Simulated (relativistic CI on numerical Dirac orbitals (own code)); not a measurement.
**Al⁹⁺: one ion under different settings**

Aim: see what numerical and physical settings do to the SCF, the total energy and the lowest levels of Al⁹⁺.

Method: Dirac-Coulomb-Breit CI, KLI orbitals optimised for each configuration, model QED (radiative potential, 1s self-energy scaled to tabulated hydrogen-like ionisation energies), numerical settings as typed. Code: relativistic CI on numerical Dirac orbitals (own code) version 3.

### Step 1. Starting point

| Property | Result |
| --- | --- |
| ion | Al⁹⁺ (Al X) |
| nuclear charge | 13 |
| electrons | 4 |
| isotope | A = 27 |

### Step 2. The usual input

Settings of the run:

```ini
atom Al  Z=13  charge=9  electrons=4
nucleus A=27  rms_radius_fm=3.0610
hamiltonian dirac-coulomb  breit=on  qed=on  c_scale=1
orbitals kli  potential=per-configuration
slater_scale 1
correlation none
mixing on
grid step=0.0125 r_max=9.5
scf mixing=0.4 start=green max_iterations=150 tolerance=2e-08 node_fill=0.05
configurations
  [He] 2s2
  [He] 2s 2p
end
```

Started as:

```console
$ python run_levels.py task.json out
```

The settings of every run stand in task.json; they run in order.

### Step 3. Node fill 0.5

Changes to the settings of step 2:

```diff
@@ -8,3 +8,3 @@
 grid step=0.0125 r_max=9.5
-scf mixing=0.4 start=green max_iterations=150 tolerance=2e-08 node_fill=0.05
+scf mixing=0.4 start=green max_iterations=150 tolerance=2e-08 node_fill=0.5
 configurations
```

### Step 4. Speed-of-light factor 2, potential mixing 0.1, end of the grid 28.5

Settings of the run:

```ini
atom Al  Z=13  charge=9  electrons=4
nucleus A=27  rms_radius_fm=3.0610
hamiltonian dirac-coulomb  breit=on  qed=on  c_scale=2
orbitals kli  potential=per-configuration
slater_scale 1
correlation none
mixing on
grid step=0.0125 r_max=28.5
scf mixing=0.1 start=green max_iterations=150 tolerance=2e-08 node_fill=0.05
configurations
  [He] 2s2
  [He] 2s 2p
end
```

### Step 5. QED terms off, tolerance 1e-10, end of the grid 14.25

Settings of the run:

```ini
atom Al  Z=13  charge=9  electrons=4
nucleus A=27  rms_radius_fm=3.0610
hamiltonian dirac-coulomb  breit=on  qed=off  c_scale=1
orbitals kli  potential=per-configuration
slater_scale 1
correlation none
mixing on
grid step=0.0125 r_max=14.25
scf mixing=0.4 start=green max_iterations=150 tolerance=1e-10 node_fill=0.05
configurations
  [He] 2s2
  [He] 2s 2p
end
```

### Step 6. Nuclear radius 3.9793, iteration limit 20, potential mixing 0.9

Settings of the run:

```ini
atom Al  Z=13  charge=9  electrons=4
nucleus A=27  rms_radius_fm=3.9793
hamiltonian dirac-coulomb  breit=on  qed=on  c_scale=1
orbitals kli  potential=per-configuration
slater_scale 1
correlation none
mixing on
grid step=0.0125 r_max=9.5
scf mixing=0.9 start=green max_iterations=20 tolerance=2e-08 node_fill=0.05
configurations
  [He] 2s2
  [He] 2s 2p
end
```

### Step 7. Node fill 50

Settings of the run:

```ini
atom Al  Z=13  charge=9  electrons=4
nucleus A=27  rms_radius_fm=3.0610
hamiltonian dirac-coulomb  breit=on  qed=on  c_scale=1
orbitals kli  potential=per-configuration
slater_scale 1
correlation none
mixing on
grid step=0.0125 r_max=9.5
scf mixing=0.4 start=green max_iterations=70 tolerance=2e-08 node_fill=50
configurations
  [He] 2s2
  [He] 2s 2p
end
```

(Steps that only read results are left out.)

**Question.** What will these runs give? Wanted: lowest level, usual settings; total energy; first excitation.

The runs gave:

| setting | total energy less usual (Ha) | largest shift of a level among the lowest eight of both runs, same label and place (cm⁻¹) | SCF iterations | time | lowest level | kind of change |
| --- | --- | --- | --- | --- | --- | --- |
| usual | 0 | 0 | 17 | 0.083 s | 2s2 1S0 | - |
| node fill 0.5 | 0.00143 | 304 | 17 | 0.086 s | 2s2 1S0 | numerical |
| speed-of-light factor 2, potential mixing 0.1, end of the grid 28.5 | 0.299 | 5370 | 18 | 0.092 s | 2s2 1S0 | unphysical constant |
| QED terms off, tolerance 1e-10, end of the grid 14.25 | -0.0284 | 312 | 20 | 0.041 s | 2s2 1S0 | model term |
| nuclear radius 3.9793, iteration limit 20, potential mixing 0.9 | 7.71e-05 | 0.988 | 12 | 0.081 s | 2s2 1S0 | unphysical constant |
| node fill 50 | 0.1 | 16800 | 21 | 0.089 s | 2s2 1S0 | unsound |

| quantity | value |
| --- | --- |
| lowest level, usual settings | 2s2 1S0 |
| total energy | -192.0156 Ha |
| first excitation | 122777 cm⁻¹ |

In words: Among the runs whose levels can be followed, they move most under «node fill 50» (unsound), by up to 16800 cm⁻¹. Only the listed configurations are in the model.
